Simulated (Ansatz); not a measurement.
# C2H6AlBO: a ladder of functionals and wavefunction methods

Aim: compute C2H6AlBO with functionals from several rungs and with coupled cluster, and see how far each lands from CCSD(T) at the basis-set limit for the atomisation energy.

The runs use Ansatz 0.2.0, Gaussian basis; functionals in def2-TZVPP, the program's frozen cores in correlated methods.

Plan: PBE-D4, r2SCAN-D4, PBE0-D4, B3LYP-D4, ωB97X-V, ωB97M-V, B2PLYP; CCSD(T)/def2-TZVPP; MP2/def2-QZVPP; extrapolation to the limit.

## 1. Structure used throughout

The geometry comes from an earlier relaxation with PBE0-D4/def2-TZVP; it is a stationary point, not always the lowest conformer.

SMILES `C=[C]([AlH2])BO`, 11 atoms, charge 0, spin multiplicity 1.

Atoms are counted from 1 here; the program's logs count them from 0.

Bond lengths: C1–C2 1.345 Å, C1–H6 1.090 Å, C1–H7 1.091 Å, C2–Al3 1.944 Å, C2–B4 1.551 Å, Al3–H8 1.589 Å, Al3–H9 1.590 Å, B4–O5 1.359 Å, B4–H10 1.206 Å, O5–H11 0.960 Å. Angles: C2–C1–H6 122.8°, C2–C1–H7 122.2°, H6–C1–H7 115.0°, C1–C2–Al3 115.4°, C1–C2–B4 119.1°, Al3–C2–B4 125.4°, C2–Al3–H8 122.4°, C2–Al3–H9 116.8°, H8–Al3–H9 120.8°, C2–B4–O5 119.1°, C2–B4–H10 122.1°, O5–B4–H10 118.9°, B4–O5–H11 112.9°.

## 2. PBE-D4 (GGA)

File in.yaml:

```yaml
crystal:
  periodic: [false, false, false]
  atoms:
    - {symbol: C, position_ang: [-0.979373, 0.707181, 0.857479]}
    - {symbol: C, position_ang: [-0.024874, 0.016547, 0.208361]}
    - {symbol: Al, position_ang: [1.101152, -1.104414, 1.328493]}
    - {symbol: B, position_ang: [0.150491, 0.223678, -1.318892]}
    - {symbol: O, position_ang: [-0.952852, 0.402945, -2.091453]}
    - {symbol: H, position_ang: [-1.138202, 0.626966, 1.933223]}
    - {symbol: H, position_ang: [-1.646096, 1.401614, 0.344006]}
    - {symbol: H, position_ang: [2.344905, -1.907781, 0.752632]}
    - {symbol: H, position_ang: [0.716614, -1.194874, 2.868775]}
    - {symbol: H, position_ang: [1.236277, 0.230391, -1.844052]}
    - {symbol: H, position_ang: [-0.742641, 0.540747, -3.017871]}
basis:
  gaussian: {orbitals: def2-TZVPP}
hamiltonian: {xc: pbe, dispersion: d4}
output: {forces: true, orbitals: {seedname: orbitals}}
```

Command:

```sh
> ansatz run in.yaml --threads 4 --pin off --events-out ev --progress --plain --max-ram 10444MiB
```

After this run come: r2SCAN-D4 (meta-GGA); PBE0-D4 (hybrid); B3LYP-D4 (hybrid); ωB97X-V (range-separated); ωB97M-V (range-separated); B2PLYP (double hybrid); CCSD(T) in def2-TZVPP; MP2 in def2-QZVPP.

Before running them: what should the planned runs give, taken together? Wanted: atomisation energy, CCSD(T)/CBS; farthest; mean size of error, hybrid; mean size of error, range-separated; gap, smallest and largest; T1 diagnostic; triples share of the correlation energy.

The runs gave:

| quantity | value |
| --- | --- |
| atomisation energy, CCSD(T)/CBS | 42.944 eV |
| functionals within 0.215 eV (0.5 %) | PBE0-D4, B3LYP-D4, ωB97X-V |
| farthest | PBE-D4 (+0.766 eV) |
| mean size of error, hybrid | 0.087 eV |
| mean size of error, range-separated | 0.152 eV |
| gap, smallest and largest | 3.78 eV (PBE-D4), 10.29 eV (ωB97X-V) |
| T1 diagnostic | 0.0132 |
| triples share of the correlation energy | 4.0 % |

PBE-D4 is off by +0.766 eV, about 0.077 eV a bond. Double hybrids carry the basis error of their MP2 part in triple zeta, and no dispersion term here, so their miss is partly the set-up's. Misses under about 0.215 eV are within the doubt on the reference itself, which lacks core-valence correlation, relativity and higher excitations. Hartree-Fock recovers 75 % of the binding; the rest is correlation. Orbital gaps span 3.8 to 10.3 eV; exact exchange widens them.
